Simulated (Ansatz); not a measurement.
Working through a check of forces and pressure against finite differences of Zr3Cd (distorted cell)

Program: Ansatz 0.2.0, Python API.

At the Python prompt:
```pycon
>>> import ansatz
>>> import numpy as np
>>> vectors0 = np.array([
...     [4.50214, -0.00279, 0.01205],
...     [-0.00279, 4.43802, -0.05183],
...     [0.01205, -0.05183, 4.48705],
... ])
>>> sites = [
...     ("Zr", [0.97654, 0.49243, 0.487]),
...     ("Zr", [0.4833, 0.02894, 0.50793]),
...     ("Zr", [0.5107, 0.50034, 0.97262]),
...     ("Cd", [0.01521, 0.99075, 0.9792]),
... ]
>>> def crystal_on(cell):
...     crystal = ansatz.Crystal(lattice=ansatz.Lattice.of(cell))
...     for symbol, position in sites:
...         crystal = crystal.atom(symbol, position)
...     return crystal
...
>>> def solve(crystal):
...     return (
...         crystal.calculation()
...         .occupations(ansatz.OccupationsMethod.COLD, width=100 * ansatz.meV)
...         .functional(ansatz.Functional.PBESOL)
...         .basis(540, xc_grid=2)
...         .kpoints(4, 4, 4)
...         .scf(tolerance=1e-09)
...         .forces()
...         .stress()
...         .run(threads=1)
...     ).report
...
>>> centre = solve(crystal_on(vectors0))
DeckWarning: output.stress: scf.convergence.dr2_threshold = 1e-9 eV is looser than the 4e-10 eV advised for a printed stress (1e-10 eV for each atom of the cell: 4). What an SCF threshold leaves in a [...]
>>> start = crystal_on(vectors0)
>>> # move one atom both ways along a Cartesian axis
>>> print(f"force on atom 0 along y: analytic {centre['forces_ev_ang'][0][1]:.4f} eV/A")
force on atom 0 along y: analytic 0.4380 eV/A
>>> for h in (0.005, 0.02):
...     shift = np.eye(3)[1] * h @ np.linalg.inv(vectors0)
...     plus, minus = (solve(start.move(0, to=np.array(sites[0][1]) + sign * shift))["lagrangian_ev"] for sign in (1, -1))
...     print(f"  step {h} A: numerical {-(plus - minus) / (2 * h):.4f} eV/A")
...
  step 0.005 A: numerical 0.4380 eV/A
  step 0.02 A: numerical 0.4378 eV/A
>>> # P = -dF/dV; the difference feels the change of the plane-wave count with the cell
>>> volume = abs(np.linalg.det(vectors0))
>>> larger, smaller = (solve(crystal_on(vectors0 * (1 + sign * 0.005) ** (1 / 3)))["lagrangian_ev"] for sign in (1, -1))
>>> numerical = -(larger - smaller) / (0.01 * volume) * 160.21766
>>> print(f"pressure: analytic {np.trace(centre['stress_gpa']) / 3:.3f}, numerical {numerical:.3f} GPa")
pressure: analytic -3.732, numerical -3.730 GPa
```

What to keep in mind:
- The run is spin-unpolarised.
- The mesh is modest for a metal, so energies can be off by several to tens of meV an atom and pressures by half a GPa or more; differences at equal mesh fare better.
- Pressure is positive in compression.
- The cell is a database structure, distorted on purpose.
- Warnings are shown shortened and without file and line.
- The central difference errs as the square of the step, so the shorter step is the fairer test; what remains comes from the finite grid and the SCF threshold.
- Run time: 93 s on 1 thread of Intel(R) Xeon(R) Platinum 8259CL CPU @ 2.50GHz (Skylake/Cascade Lake), on a shared host, peak memory 0.5 GiB.
